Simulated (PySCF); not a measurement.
# C3H6ClGa: NMR shifts at several levels of theory, part 2 of 2

PySCF 2.14.0. Atoms count from 0. Earlier steps stand in the parts before.

**9. Shielding tensors: LC-wPBE/pcSseg-2**

What the job is given:

```
{"job": {"kind": "nmr", "xc": "LC-wPBE", "basis": "pcSseg-2", "pop": false}, "charge": 0, "multiplicity": 1}
Cl     2.814369    -0.350574     0.321274
Ga     1.302370     1.055774     0.990850
C     -0.451212     0.487416     0.415422
C     -0.738417    -1.000263     0.319847
C     -0.586138    -0.208690    -0.927320
H      1.838795     2.270577     1.805687
H     -1.301873     1.112055     0.706945
H     -1.738931    -1.333600     0.609059
H      0.063268    -1.699192     0.577559
H     -1.479489     0.016670    -1.516350
H      0.318262    -0.367830    -1.522593
```

Level: GIAO LC-wPBE/pcSseg-2 NMR shielding, non-relativistic, gas phase.

The program printed:

```text
coarse grid: 44104 points
cycle   1  E = -2502.5650540360  dE =  9.316e-02  |g| = 1.206e+00  |ddm| = 2.269e+00
cycle   2  E = -2502.5439265399  dE =  2.113e-02  |g| = 1.451e+00  |ddm| = 8.347e-01
cycle   3  E = -2502.6707552196  dE = -1.268e-01  |g| = 9.602e-02  |ddm| = 3.781e-01
cycle   4  E = -2502.6717480838  dE = -9.929e-04  |g| = 3.004e-02  |ddm| = 7.411e-02
cycle   5  E = -2502.6719309369  dE = -1.829e-04  |g| = 5.602e-03  |ddm| = 2.814e-02
cycle   6  E = -2502.6719469802  dE = -1.604e-05  |g| = 1.226e-03  |ddm| = 1.205e-02
cycle   7  E = -2502.6719476795  dE = -6.993e-07  |g| = 4.454e-04  |ddm| = 2.252e-03
final grid: 90896 points
cycle   8  E = -2502.6718138249  dE = -2.429e-07  |g| = 5.721e-04  |ddm| = 2.193e-03
cycle   9  E = -2502.6718138722  dE = -4.735e-08  |g| = 4.688e-04  |ddm| = 6.697e-04
cycle  10  E = -2502.6718139048  dE = -3.254e-08  |g| = 7.889e-05  |ddm| = 2.866e-04
cycle  11  E = -2502.6718139056  dE = -8.067e-10  |g| = 3.158e-05  |ddm| = 4.896e-05
converged SCF energy = -2502.6718139056

GIAO shielding tensors (ppm)
atom      isotropic    diamagn.    paramagn.     s11        s22        s33       span
  0 Cl     938.284    1149.165    -210.881    688.736    984.398   1141.717    452.982
  1 Ga    1208.003    2639.243   -1431.240    917.693   1221.347   1484.969    567.276
  2 C      187.962     243.508     -55.546    140.751    188.994    234.141     93.390
  3 C      185.008     246.027     -61.019    157.006    179.443    218.575     61.569
  4 C      185.051     245.524     -60.473    157.028    179.551    218.574     61.546
  5 H       25.334      27.299      -1.965     19.228     19.476     37.298     18.069
  6 H       31.313      29.969       1.344     23.587     27.236     43.116     19.529
  7 H       30.560      29.401       1.159     24.240     25.645     41.796     17.556
  8 H       30.481      30.703      -0.222     23.081     29.488     38.874     15.794
  9 H       30.565      29.515       1.049     24.244     25.642     41.807     17.562
 10 H       30.512      30.823      -0.311     23.159     29.489     38.887     15.729
```

Wall time 67 s (1 thread of Arm Neoverse V1, shared host); peak memory 1.3 GiB.

This run: δ C3 3.3, C2 0.3, Cl0 7, Ga1 503, H5 5.98, H8 0.82 ppm (means over like atoms).

**10. Shielding tensors: PBE0/6-31G**

Same as in step 9 but for these lines:

```diff
@@ -1,2 +1,2 @@
-{"job": {"kind": "nmr", "xc": "LC-wPBE", "basis": "pcSseg-2", "pop": false}, "charge": 0, "multiplicity": 1}
+{"job": {"kind": "nmr", "xc": "PBE0", "basis": "6-31G", "pop": true}, "charge": 0, "multiplicity": 1}
 Cl     2.814369    -0.350574     0.321274
```

Method: GIAO PBE0/6-31G NMR shielding, non-relativistic, gas phase.

The program printed:

```text
coarse grid: 44104 points
cycle   1  E = -2502.0008305994  dE =  1.922e-02  |g| = 3.861e-01  |ddm| = 3.119e+00
cycle   2  E = -2501.9849799155  dE =  1.585e-02  |g| = 4.732e-01  |ddm| = 1.218e+00
cycle   3  E = -2502.0510536376  dE = -6.607e-02  |g| = 2.659e-02  |ddm| = 6.479e-01
cycle   4  E = -2502.0511309876  dE = -7.735e-05  |g| = 1.315e-02  |ddm| = 3.300e-02
cycle   5  E = -2502.0511549493  dE = -2.396e-05  |g| = 2.185e-03  |ddm| = 1.319e-02
cycle   6  E = -2502.0511561829  dE = -1.234e-06  |g| = 8.250e-04  |ddm| = 3.803e-03
final grid: 90896 points
cycle   7  E = -2502.0511335793  dE =  1.149e-07  |g| = 1.101e-03  |ddm| = 2.369e-03
cycle   8  E = -2502.0511332774  dE =  3.019e-07  |g| = 1.519e-03  |ddm| = 2.874e-03
cycle   9  E = -2502.0511339048  dE = -6.273e-07  |g| = 4.011e-05  |ddm| = 1.668e-03
cycle  10  E = -2502.0511339050  dE = -2.601e-10  |g| = 4.811e-06  |ddm| = 3.935e-05
converged SCF energy = -2502.0511339050

GIAO shielding tensors (ppm)
atom      isotropic    diamagn.    paramagn.     s11        s22        s33       span
  0 Cl     907.233    1148.617    -241.385    617.299    937.697   1166.702    549.403
  1 Ga    1607.497    2631.830   -1024.334   1398.702   1595.370   1828.418    429.716
  2 C      191.137     247.910     -56.773    143.329    194.139    235.942     92.612
  3 C      194.460     251.358     -56.898    167.384    191.120    224.875     57.490
  4 C      194.484     250.131     -55.647    167.354    191.216    224.881     57.527
  5 H       25.295      27.659      -2.364     18.400     19.946     37.539     19.139
  6 H       32.425      30.493       1.932     24.906     28.844     43.525     18.619
  7 H       31.732      30.308       1.424     25.484     27.384     42.328     16.845
  8 H       31.596      30.089       1.507     24.241     31.252     39.295     15.054
  9 H       31.734      30.158       1.577     25.491     27.376     42.337     16.846
 10 H       31.628      29.934       1.694     24.324     31.247     39.312     14.988
```

It took 7.1 s on 1 thread of Arm Neoverse V1, shared host; peak memory 0.47 GiB.

In short: δ C2 8.4, C3 5.1, Cl0 24, Ga1 435, H5 7.32, H8 1.00 ppm (means over like atoms).

**11. Run by run: NMR shifts**

Shifts (ppm) of some atoms, chosen among heavy atoms and hydrogens apart, means over like atoms, with basis size and wall time:

| run | C2 | C3 | H5 | H8 | H6 | Cl0 | Ga1 | functions | time |
| --- | --- | --- | --- | --- | --- | --- | --- | --- | --- |
| PBE0/pcSseg-2 | 4.1 | 3.7 | 6.31 | 0.83 | 0.11 | 38 | 493 | 298 | 38 s |
| mPW1PW91/pcSseg-2 | 4.5 | 3.9 | 6.31 | 0.84 | 0.11 | 36 | 491 | 298 | 39 s |
| WP04/pcSseg-2 | 6.7 | 6.1 | 5.64 | 0.88 | 0.09 | 3 | 410 | 298 | 39 s |
| B97-2/pcSseg-2 | 4.3 | 4.0 | 6.25 | 0.83 | 0.09 | 32 | 478 | 298 | 38 s |
| BHandHLYP/pcSseg-2 | 0.4 | 2.0 | 5.97 | 0.76 | -0.13 | 6 | 461 | 298 | 38 s |
| CAM-B3LYP/pcSseg-2 | 3.6 | 2.8 | 6.27 | 0.83 | 0.09 | 36 | 520 | 298 | 55 s |
| wB97X-D/pcSseg-2 | 3.7 | 3.9 | 6.24 | 0.83 | 0.07 | 31 | 511 | 298 | 52 s |
| LC-wPBE/pcSseg-2 | 0.3 | 3.3 | 5.98 | 0.82 | 0.00 | 7 | 503 | 298 | 67 s |
| PBE0/6-31G | 8.4 | 5.1 | 7.32 | 1.00 | 0.19 | 24 | 435 | 79 | 7.1 s |

**12. What came out**

What follows sums up all 2 parts.

```
                                                               quantity                       value
13C shifts against TMS (PBE0/pcSseg-2, means over atoms taken as alike)                4.1, 3.7 ppm
 1H shifts against TMS (PBE0/pcSseg-2, means over atoms taken as alike)  6.31, 0.83, 0.74, 0.11 ppm
                                35Cl shifts against HCl (PBE0/pcSseg-2)                      38 ppm
                              71Ga shifts against GaH4- (PBE0/pcSseg-2)                     493 ppm
                                              range of the shift of Ga1              410 to 520 ppm
```

In words: Single values in the summary come from the first sound run of each kind (PBE0/pcSseg-2), which need not be the best level. At PBE0/pcSseg-2: Shielding is most anisotropic at Ga1 (span 527 ppm, paramagnetic term -1415 ppm). In ppm, Ga1 moves most: its shift spreads over 110 ppm, from 410 (WP04/pcSseg-2) to 520 (CAM-B3LYP/pcSseg-2). Part of that comes from the computed reference. Spin-orbit coupling is left out, which matters for shieldings and couplings at and beside the heavy atoms.
